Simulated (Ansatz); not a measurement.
# Zn2InGaO5: properties at the relaxed cell

The task here is to estimate one member of a computed series from the others.

Computed with Ansatz 0.2.0 (DFT PBEsol, scalar-relativistic, plane waves, PAW, unless a step's input says otherwise).

### The system as given

Symmetry: P6_3/mmc, No. 194, hexagonal system. Conventional cell: a = 3.303 Å, b = 3.303 Å, c = 22.358 Å, α = 90.00°, β = 90.00°, γ = 120.00°. Zn (site symmetry 3m) is surrounded by 4 O at 1.95 to 2.00 Å. In (site symmetry -3m) has 6 O at 2.19 Å in its first shell of neighbours. Ga (site symmetry -6m2) is surrounded by 5 O at 1.91 to 1.97 Å. Around O (site symmetry 3m) lie 1 Zn at 1.95 Å and 3 In at 2.19 Å. O (site symmetry 3m) is surrounded by 1 Ga at 1.97 Å and 3 Zn at 2.00 Å. O (site symmetry -6m2) has 3 Ga at 1.91 Å in its first shell of neighbours.

As a file:

```cif
data_structure
_symmetry_space_group_name_H-M 'P6_3/mmc'
_symmetry_Int_Tables_number 194
_cell_length_a 3.3026
_cell_length_b 3.3026
_cell_length_c 22.3581
_cell_angle_alpha 90.000
_cell_angle_beta 90.000
_cell_angle_gamma 120.000
_cell_volume 211.19
loop_
_atom_site_label
_atom_site_type_symbol
_atom_site_symmetry_multiplicity
_atom_site_Wyckoff_symbol
_atom_site_fract_x
_atom_site_fract_y
_atom_site_fract_z
_atom_site_occupancy
Zn1 Zn 4 f 0.33333 0.66667 0.63563 1
In1 In 2 a 0.00000 0.00000 0.50000 1
Ga1 Ga 2 b 0.00000 0.00000 0.75000 1
O1 O 4 f 0.33333 0.66667 0.54822 1
O2 O 4 e 0.00000 0.00000 0.66203 1
O3 O 2 d 0.33333 0.66667 0.75000 1
```

It goes back to an entry of the Materials Project, which need not be the stable form.

It is the result of an earlier relaxation at this level (volume 11.73 Å³/atom; gap on the mesh: 1.24 eV).

The first run:

Input file input.yaml:

```yaml
crystal:
  lattice:
    - [3.2692169612, 0.0, 0.0]
    - [-1.6346084806, 2.8312249389, 0.0]
    - [0.0, 0.0, 22.132214949]
  atoms:
    - { symbol: Zn, position: [0.3333333333, 0.6666666667, 0.635626592] }
    - { symbol: Zn, position: [0.3333333333, 0.6666666667, 0.864373408] }
    - { symbol: Zn, position: [0.6666666667, 0.3333333333, 0.135626592] }
    - { symbol: Zn, position: [0.6666666667, 0.3333333333, 0.364373408] }
    - { symbol: In, position: [0.0, 0.0, 0.5] }
    - { symbol: In, position: [0.0, 0.0, 0.0] }
    - { symbol: Ga, position: [0.0, 0.0, 0.75] }
    - { symbol: Ga, position: [0.0, 0.0, 0.25] }
    - { symbol: O, position: [0.3333333333, 0.6666666667, 0.5482242972] }
    - { symbol: O, position: [0.0, 0.0, 0.6620263169] }
    - { symbol: O, position: [0.3333333333, 0.6666666667, 0.75] }
    - { symbol: O, position: [0.0, 0.0, 0.8379736831] }
    - { symbol: O, position: [0.3333333333, 0.6666666667, 0.9517757028] }
    - { symbol: O, position: [0.6666666667, 0.3333333333, 0.0482242972] }
    - { symbol: O, position: [0.0, 0.0, 0.1620263169] }
    - { symbol: O, position: [0.6666666667, 0.3333333333, 0.25] }
    - { symbol: O, position: [0.0, 0.0, 0.3379736831] }
    - { symbol: O, position: [0.6666666667, 0.3333333333, 0.4517757028] }
basis:
  ecutwfc: 420
kpoints:
  mp_grid: { grid: [12, 12, 2] }
hamiltonian:
  xc: pbesol
scf:
  occupations: { method: gaussian, width: 0.02 }
output:
  forces: true
  stress: true
  eigenvalues: true
relax:
  adjacent_minimum: "off"
  f_tol: 0.01
  max_steps: 30
  cell: { stress_tol: 0.1, fix: [volume] }
```

Launch:

```sh
$ ansatz run input.yaml --threads 4 --pin off --max-ram 10240MiB --backend cpu --events-out ev --progress --plain --runs-dir out
```

Among the steps run: The cell scaled to 0.97 of its volume; Point at V/V0 = 1.03; The cell scaled to 0.94 of its volume; Volume × 1.06; The cell scaled to 0.91 of its volume; Point at V/V0 = 1.10; The cell scaled to 0.88 of its volume.

One of the session's tables, all rows but one given; the rest of the session is left out.

It belongs to the step «Fit of the equation of state». 

| volume (Å³/atom) | energy above the lowest point (meV/atom) | pressure (GPa) | gap on the mesh (eV) |
| --- | --- | --- | --- |
| 10.325 | 109.6 | 28.04 | 1.67 |
| 10.677 | 58.0 | 19.18 | 1.55 |
| 11.029 | 24.3 | 11.70 | 1.44 |
| 11.381 | 5.7 | 5.37 | 1.34 |
| 11.733 | 0.0 | 0.00 | 1.24 |
| 12.085 | ? | ? | ? |
| 12.437 | 19.5 | -8.39 | 1.05 |
| 12.906 | 50.5 | -12.61 | 0.93 |

**Question.** Estimate the row for volume (Å³/atom) = 12.085.

Worked estimate for «energy above the lowest point (meV/atom)». A straight line through the neighbours (11.733, 0.0) and (12.437, 19.5) gives 0.0 + (19.5 − 0.0) × (12.085 − 11.733) / (12.437 − 11.733) = 9.8; a parabola fitted to 4 rows on both sides gives 5.3.

The run gave: energy above the lowest point (meV/atom): 5.1; pressure (GPa): -4.54; gap on the mesh (eV): 1.14. In «energy above the lowest point (meV/atom)» the line misses by +4.7 and the parabola by +0.2.
